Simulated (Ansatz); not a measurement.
Born–Oppenheimer molecular dynamics of a periodic cell of 16 atoms, WC (start crystal WC, start structure P-6m2, volume 1.05 times the crystal's). It goes on from the last frame of an earlier run, with new velocities.

Theory: DFT PBEsol, scalar-relativistic, plane waves, PAW (Ansatz 0.2.0). Settings: accuracy low, PAW set soft_1, cutoff 420 eV, k mesh 3x3x3, fermi-dirac smearing 0.24 eV, no spin polarisation.

* ensemble: NVT, Langevin thermostat
* time step: 1 fs
* steps asked: 260
* set temperature: 2240 K
* friction: 0.02 /fs
* temperature schedule: 195 steps to 300 K, then 65 steps to 300 K
* seed: 63580

Frames 20 fs apart, positions in Å, forces in eV/Å.

Velocities at 10 fs (Å/ps):

```
W 3.73 -0.54 0.41
C 5.75 5.25 0.62
W -4.01 -1.69 -3.94
C 3.35 3.63 15.21
W -2.12 -5.62 -0.61
C 0.30 2.10 -15.62
W 2.58 3.57 6.87
C 5.87 11.19 6.84
W 0.79 -2.80 0.94
C 8.26 -11.23 -8.35
W 3.98 0.68 0.98
C -6.96 -19.33 5.81
W -0.60 -1.33 1.38
C 0.57 -8.29 5.77
W -3.47 -0.27 2.65
C -7.06 29.20 9.24
```

```xyz
16
Lattice="-2.9530 -5.1148 0.0000 4.4296 -2.5574 0.0000 0.0000 0.0000 5.7734" Properties=species:S:1:pos:R:3:forces:R:3 time_fs=10 energy_less_start_eV=0.805 T=1706
W 0.095 -5.353 0.105 1.18 2.17 -2.19
C 1.690 -4.374 1.439 -2.33 0.82 0.99
W 0.219 -4.968 2.855 -1.91 -4.77 3.99
C 1.541 -4.299 4.530 0.59 -2.40 -2.48
W -1.451 -2.805 0.281 2.42 2.80 -6.61
C 0.254 -1.960 1.276 -2.53 2.57 3.54
W -1.383 -2.545 2.826 2.63 -1.55 5.27
C 0.491 -1.562 4.117 -1.89 -2.50 2.11
W 1.486 -2.751 -0.004 4.33 2.05 -1.33
C 3.111 -1.709 1.570 -0.10 -1.47 -0.83
W 1.684 -2.744 2.852 -0.21 3.51 1.08
C 2.983 -1.810 4.395 1.95 -0.23 -0.35
W 0.317 -0.092 -0.030 -3.86 -1.21 0.19
C -1.389 -4.306 1.698 0.74 -1.20 -2.68
W 0.154 -0.149 2.794 -0.84 2.35 2.20
C -1.240 -4.226 4.575 -0.17 -0.92 -2.90
16
Lattice="-2.9530 -5.1148 0.0000 4.4296 -2.5574 0.0000 0.0000 0.0000 5.7734" Properties=species:S:1:pos:R:3:forces:R:3 time_fs=30 energy_less_start_eV=-2.723 T=3386
W 0.108 -5.330 0.113 1.40 0.49 -2.98
C 1.559 -4.369 1.464 0.97 -0.36 -0.08
W 0.190 -5.122 2.841 -0.74 -2.94 3.30
C 1.573 -4.433 4.327 0.56 0.55 0.68
W -1.425 -2.853 0.186 1.86 4.26 -3.11
C 0.071 -1.778 1.497 1.63 -0.73 -0.85
W -1.265 -2.515 2.935 -0.59 -3.77 1.16
C 0.400 -1.751 4.338 -2.48 -0.43 -0.99
W 1.518 -2.744 -0.018 2.42 0.06 1.27
C 3.280 -1.970 1.416 -2.43 1.57 0.29
W 1.763 -2.733 2.848 -2.58 1.92 1.45
C 3.041 -1.988 4.478 1.44 1.34 -1.27
W 0.276 -0.099 -0.026 -2.66 -1.98 1.26
C -1.271 -4.465 1.512 -0.95 0.87 0.22
W 0.141 -0.118 2.916 1.90 0.23 0.75
C -1.298 -4.275 4.403 0.26 -1.08 -1.10
16
Lattice="-2.9530 -5.1148 0.0000 4.4296 -2.5574 0.0000 0.0000 0.0000 5.7734" Properties=species:S:1:pos:R:3:forces:R:3 time_fs=50 energy_less_start_eV=-1.562 T=2340
W 0.092 -5.279 0.112 1.33 -0.01 -3.03
C 1.671 -4.652 1.425 -0.45 3.14 0.14
W 0.187 -5.303 2.882 0.36 1.22 0.11
C 1.795 -4.482 4.100 -3.22 1.86 4.34
W -1.324 -2.806 0.072 -0.53 0.90 0.15
C 0.262 -1.744 1.576 -0.80 -0.99 -1.60
W -1.197 -2.554 3.006 -0.85 -5.64 -5.05
C -0.034 -2.038 4.483 4.93 3.11 0.17
W 1.594 -2.713 -0.035 0.71 -0.69 1.27
C 2.956 -1.770 1.375 1.68 -1.61 0.66
W 1.773 -2.715 2.872 -2.56 0.08 0.55
C 3.341 -1.755 4.273 -3.85 -0.21 2.26
W 0.181 -0.141 -0.007 -0.63 -0.54 2.03
C -1.365 -4.390 1.496 0.47 -0.38 -0.05
W 0.133 -0.095 3.027 2.66 -1.48 -4.60
C -1.306 -4.519 4.218 0.75 1.23 2.66
16
Lattice="-2.9530 -5.1148 0.0000 4.4296 -2.5574 0.0000 0.0000 0.0000 5.7734" Properties=species:S:1:pos:R:3:forces:R:3 time_fs=70 energy_less_start_eV=-1.927 T=2855
W 0.096 -5.267 0.049 2.33 -0.21 2.62
C 1.820 -4.384 1.508 -1.17 -1.34 0.59
W 0.235 -5.331 2.924 -1.29 1.81 0.80
C 1.731 -4.335 4.581 -0.19 -3.27 -4.03
W -1.217 -2.769 -0.034 -0.91 1.30 3.90
C 0.302 -1.905 1.258 -2.14 0.70 3.18
W -1.179 -2.645 3.020 -0.79 -1.25 -2.28
C 0.441 -1.798 4.394 -3.41 -0.38 -1.01
W 1.687 -2.772 -0.009 -0.54 1.95 3.47
C 2.847 -1.793 1.509 3.74 -0.10 -0.09
W 1.730 -2.767 2.948 -1.42 0.93 -0.64
C 2.987 -1.781 4.528 2.45 -0.57 -2.89
W 0.067 -0.154 -0.024 2.86 0.25 3.13
C -1.338 -4.365 1.660 0.46 -0.40 -1.24
W 0.177 -0.097 3.026 0.98 -0.57 -2.13
C -1.272 -4.505 4.567 -0.96 1.16 -3.38
16
Lattice="-2.9530 -5.1148 0.0000 4.4296 -2.5574 0.0000 0.0000 0.0000 5.7734" Properties=species:S:1:pos:R:3:forces:R:3 time_fs=90 energy_less_start_eV=-1.737 T=1537
W 0.140 -5.277 -0.006 1.05 -0.87 1.98
C 1.635 -4.483 1.747 1.37 0.23 -3.61
W 0.216 -5.291 2.977 -1.19 -2.13 -1.73
C 1.555 -4.560 4.302 2.41 1.70 2.46
W -1.126 -2.738 -0.066 -2.46 0.42 3.32
C 0.059 -1.886 1.615 3.19 0.33 -2.17
W -1.164 -2.769 2.966 -3.56 0.95 -1.82
C 0.210 -1.794 4.236 0.13 -1.23 2.47
W 1.777 -2.850 0.037 -2.39 0.69 1.31
C 3.452 -1.986 1.606 -5.30 2.23 -1.38
W 1.666 -2.832 3.011 0.73 2.16 -2.17
C 3.088 -1.955 4.327 0.56 0.93 0.99
W 0.014 -0.162 -0.001 5.41 -0.90 0.75
C -1.136 -4.440 1.527 -0.98 0.20 -0.73
W 0.276 -0.118 2.966 0.61 -1.90 -0.67
C -1.283 -4.294 4.351 0.40 -2.82 1.01
16
Lattice="-2.9530 -5.1148 0.0000 4.4296 -2.5574 0.0000 0.0000 0.0000 5.7734" Properties=species:S:1:pos:R:3:forces:R:3 time_fs=110 energy_less_start_eV=-2.717 T=1853
W 0.237 -5.302 0.015 -1.12 -0.95 -0.25
C 1.758 -4.611 1.232 0.32 1.03 3.54
W 0.167 -5.318 2.976 0.66 -0.37 -1.33
C 1.629 -4.411 4.342 1.00 -1.77 -0.23
W -1.073 -2.746 0.039 -3.51 -1.27 -0.93
C 0.495 -1.816 1.524 -2.89 -1.47 -0.58
W -1.213 -2.792 2.843 -1.08 0.22 1.17
C 0.171 -2.069 4.303 1.26 2.28 0.04
W 1.775 -2.868 0.070 -1.75 2.32 -0.27
C 3.032 -1.784 1.479 2.16 -1.70 0.50
W 1.669 -2.816 3.027 1.47 1.45 -2.51
C 3.130 -1.863 4.435 0.07 -0.65 -1.28
W 0.080 -0.203 0.080 3.17 0.21 -1.50
C -1.306 -4.537 1.232 0.94 1.29 3.28
W 0.310 -0.157 2.885 -2.30 -0.76 1.01
C -1.404 -4.456 4.399 1.60 0.16 -0.68
16
Lattice="-2.9530 -5.1148 0.0000 4.4296 -2.5574 0.0000 0.0000 0.0000 5.7734" Properties=species:S:1:pos:R:3:forces:R:3 time_fs=130 energy_less_start_eV=-3.953 T=1722
W 0.341 -5.360 0.050 -1.32 -0.17 -0.55
C 1.847 -4.485 1.491 -2.01 0.65 -0.43
W 0.154 -5.349 2.934 3.11 -0.60 -0.33
C 1.804 -4.538 4.388 -0.62 -0.04 -0.27
W -1.120 -2.800 0.107 -2.11 -0.17 -3.74
C 0.257 -1.868 1.400 0.34 -0.83 1.34
W -1.238 -2.810 2.782 0.60 1.54 5.67
C 0.218 -2.029 4.290 0.11 0.79 1.03
W 1.729 -2.848 0.062 0.68 1.06 -0.55
C 3.181 -1.911 1.473 -0.21 0.12 0.18
W 1.688 -2.742 3.018 1.39 -1.65 -2.31
C 3.241 -1.986 4.358 -0.43 0.30 0.23
W 0.198 -0.221 0.092 1.64 -0.02 -2.85
C -1.326 -4.372 1.538 1.49 -2.47 -1.91
W 0.283 -0.208 2.826 -1.75 -0.95 3.37
C -1.194 -4.751 4.343 -0.91 2.43 1.13
16
Lattice="-2.9530 -5.1148 0.0000 4.4296 -2.5574 0.0000 0.0000 0.0000 5.7734" Properties=species:S:1:pos:R:3:forces:R:3 time_fs=150 energy_less_start_eV=-4.137 T=1363
W 0.371 -5.398 0.101 -1.72 0.98 -1.93
C 1.586 -4.403 1.693 1.70 -0.91 -2.12
W 0.186 -5.416 2.916 2.23 1.33 2.73
C 1.801 -4.485 4.484 -0.57 -0.31 -0.77
W -1.194 -2.874 0.065 0.14 1.53 -0.98
C 0.120 -1.871 1.543 1.57 -1.24 -1.04
W -1.254 -2.846 2.836 -0.05 1.20 3.72
C 0.188 -1.865 4.503 1.00 -1.40 -1.46
W 1.730 -2.797 0.110 -0.01 0.21 -1.15
C 3.208 -1.886 1.520 -0.10 -1.29 -0.37
W 1.718 -2.710 2.954 -0.47 -1.72 1.14
C 3.251 -1.996 4.384 -0.41 0.38 0.45
W 0.321 -0.207 0.066 -1.39 -1.09 -0.77
C -1.038 -4.558 1.500 -2.90 0.84 -0.54
W 0.232 -0.263 2.845 0.18 0.68 3.33
C -1.237 -4.594 4.392 0.80 0.80 -0.24
16
Lattice="-2.9530 -5.1148 0.0000 4.4296 -2.5574 0.0000 0.0000 0.0000 5.7734" Properties=species:S:1:pos:R:3:forces:R:3 time_fs=170 energy_less_start_eV=-4.178 T=979
W 0.343 -5.390 0.119 -1.78 0.62 -3.00
C 1.762 -4.550 1.395 -0.22 0.22 1.83
W 0.247 -5.430 2.886 0.45 2.27 1.75
C 1.746 -4.474 4.332 0.12 -0.63 0.37
W -1.270 -2.913 0.041 2.38 2.92 -0.24
C 0.356 -2.007 1.521 -2.27 0.84 -0.58
W -1.265 -2.843 2.925 1.14 0.92 -0.31
C 0.359 -2.056 4.332 -1.48 1.69 0.86
W 1.744 -2.774 0.149 0.63 -1.37 -3.72
C 3.126 -1.940 1.500 1.79 -0.30 -0.08
W 1.734 -2.717 2.916 0.71 -3.10 1.74
C 3.288 -1.915 4.386 -0.55 -0.34 0.09
W 0.400 -0.231 0.010 -3.45 -1.72 -0.30
C -1.317 -4.570 1.425 1.70 0.59 1.62
W 0.193 -0.286 2.937 1.58 0.36 -0.08
C -1.136 -4.376 4.331 -0.76 -2.96 0.05
16
Lattice="-2.9530 -5.1148 0.0000 4.4296 -2.5574 0.0000 0.0000 0.0000 5.7734" Properties=species:S:1:pos:R:3:forces:R:3 time_fs=190 energy_less_start_eV=-4.295 T=716
W 0.291 -5.365 0.094 0.60 -0.52 -0.80
C 1.817 -4.552 1.505 -1.07 0.70 -0.28
W 0.317 -5.384 2.901 -0.66 -0.20 0.66
C 1.777 -4.642 4.285 -0.90 1.89 1.70
W -1.297 -2.888 0.019 2.55 1.39 0.90
C 0.187 -2.016 1.427 1.06 0.54 0.72
W -1.237 -2.845 2.988 1.47 0.14 -1.67
C 0.277 -1.892 4.368 0.14 -1.91 0.40
W 1.773 -2.777 0.125 0.00 -0.95 -1.97
C 3.350 -2.040 1.478 -1.64 1.14 0.04
W 1.734 -2.755 2.898 0.52 -1.48 1.28
C 3.298 -1.905 4.425 -0.92 -0.68 -0.26
W 0.421 -0.246 -0.017 -3.55 -1.06 3.01
C -1.283 -4.467 1.584 1.05 -1.20 -1.01
W 0.202 -0.281 3.030 1.66 0.09 -3.15
C -1.135 -4.689 4.327 -0.30 2.12 0.45
16
Lattice="-2.9530 -5.1148 0.0000 4.4296 -2.5574 0.0000 0.0000 0.0000 5.7734" Properties=species:S:1:pos:R:3:forces:R:3 time_fs=210 energy_less_start_eV=-4.714 T=672
W 0.269 -5.372 0.035 -0.09 -0.04 1.36
C 1.653 -4.445 1.567 1.75 -0.75 -0.95
W 0.345 -5.364 2.906 -1.88 -0.27 1.47
C 1.627 -4.471 4.535 1.80 -0.53 -2.29
W -1.294 -2.833 0.037 1.92 0.37 2.17
C 0.248 -1.948 1.494 0.26 -0.02 0.68
W -1.210 -2.857 3.023 0.08 0.74 -1.96
C 0.201 -2.073 4.474 1.06 1.24 -0.92
W 1.807 -2.795 0.092 -1.95 -0.39 -0.29
C 3.268 -1.908 1.417 0.35 -0.87 1.54
W 1.763 -2.798 2.911 -0.84 0.02 1.30
C 3.163 -2.050 4.398 1.39 0.99 -0.28
W 0.383 -0.286 0.016 -2.90 -0.09 2.28
C -1.134 -4.506 1.537 -0.90 -0.08 -0.01
W 0.261 -0.271 3.048 0.48 -0.40 -2.83
C -1.161 -4.540 4.454 -0.54 0.07 -1.27
16
Lattice="-2.9530 -5.1148 0.0000 4.4296 -2.5574 0.0000 0.0000 0.0000 5.7734" Properties=species:S:1:pos:R:3:forces:R:3 time_fs=230 energy_less_start_eV=-5.367 T=653
W 0.252 -5.389 0.009 0.92 0.64 1.49
C 1.791 -4.543 1.438 -0.67 0.19 0.85
W 0.338 -5.358 2.945 -0.81 -0.07 -0.28
C 1.753 -4.440 4.330 0.24 -1.28 1.15
W -1.253 -2.807 0.074 1.86 -0.38 0.09
C 0.364 -1.897 1.586 -0.90 -1.27 -0.92
W -1.197 -2.865 3.034 0.91 1.69 -2.58
C 0.413 -1.960 4.381 -1.48 -0.25 0.51
W 1.792 -2.815 0.064 -0.03 0.19 0.19
C 3.232 -1.952 1.613 0.68 -0.26 -1.68
W 1.804 -2.825 2.920 -0.27 0.34 0.82
C 3.294 -1.972 4.387 -0.50 0.00 0.23
W 0.298 -0.330 0.075 0.19 1.62 0.59
C -1.161 -4.497 1.511 -0.36 -0.42 -0.04
W 0.325 -0.277 3.011 -0.22 0.56 -1.47
C -1.210 -4.459 4.370 0.43 -1.30 1.06
```

Of the whole run (260 fs, mean temperature of the second half 867 K): The schedule's set-point averaged 463 K over the second half and the system 867 K, so it lags behind the ramp. A run of 0.26 ps of so small a system gives no equilibrium averages. Limits of this set-up: coarse k mesh, PAW files made for another functional, low accuracy level.

Time of the run: 27 min on 2 threads of Intel(R) Xeon(R) Platinum 8259CL CPU @ 2.50GHz (Skylake/Cascade Lake), with other jobs on the host, peak memory 0.82 GiB.
